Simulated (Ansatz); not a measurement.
# Zn2CuNi: the cost of one run

Method: DFT PBEsol, scalar-relativistic, plane waves, PAW, in Ansatz 0.2.0.

## (1) Starting point

It takes space group P4/mmm (No. 123, tetragonal). The conventional cell has a = 2.756 Å, b = 2.756 Å, c = 6.348 Å, α = 90.00°, β = 90.00°, γ = 90.00°. Around Zn (site symmetry 4mm) lie 4 Ni at 2.48 Å and 4 Cu at 2.55 Å and 4 Zn at 2.76 Å. Around Cu (site symmetry 4/mmm) lie 8 Zn at 2.55 Å and 4 Cu at 2.76 Å. Ni (site symmetry 4/mmm) has 8 Zn at 2.48 Å and 4 Ni at 2.76 Å as nearest neighbours.

As a file:

```
CELL_PARAMETERS angstrom
2.75588 0.00000 0.00000
0.00000 2.75588 0.00000
0.00000 0.00000 6.34762
ATOMIC_POSITIONS crystal
Zn 0.50000 0.50000 0.25864
Zn 0.50000 0.50000 0.74136
Cu 0.00000 0.00000 0.00000
Ni 0.00000 0.00000 0.50000
```

The structure comes from the Materials Project (structure only).

## (2) Ground state at the listed geometry

input.yaml

```yaml
crystal:
  lattice:
    - [2.75587569, 0.0, 0.0]
    - [0.0, 2.75587569, 0.0]
    - [0.0, 0.0, 6.34762316]
  atoms:
    - { symbol: Zn, position: [0.5, 0.5, 0.25864321] }
    - { symbol: Zn, position: [0.5, 0.5, 0.74135679] }
    - { symbol: Cu, position: [0.0, 0.0, 0.0] }
    - { symbol: Ni, position: [0.0, 0.0, 0.5] }
basis:
  ecutwfc: 420
  fft_grid_basis: typed
kpoints:
  mp_grid: { grid: [12, 12, 6] }
hamiltonian:
  xc: pbesol
scf:
  occupations: { method: gaussian, width: 0.05 }
output:
  forces: true
  stress: true
  eigenvalues: true
  bader: true
  write_density: true
  volumetric_format: npy
  elf: true
```

Launch:

```
$ ansatz run input.yaml --threads 1 --pin off --max-ram 2560MiB --backend cpu --events-out ev --progress --plain --runs-dir out
```

What time and memory should one allow on 1 thread of Intel Xeon Platinum 8259CL at 2.50GHz (Skylake/Cascade Lake), shared host?

About 59 s, with a peak of 0.51 GiB.
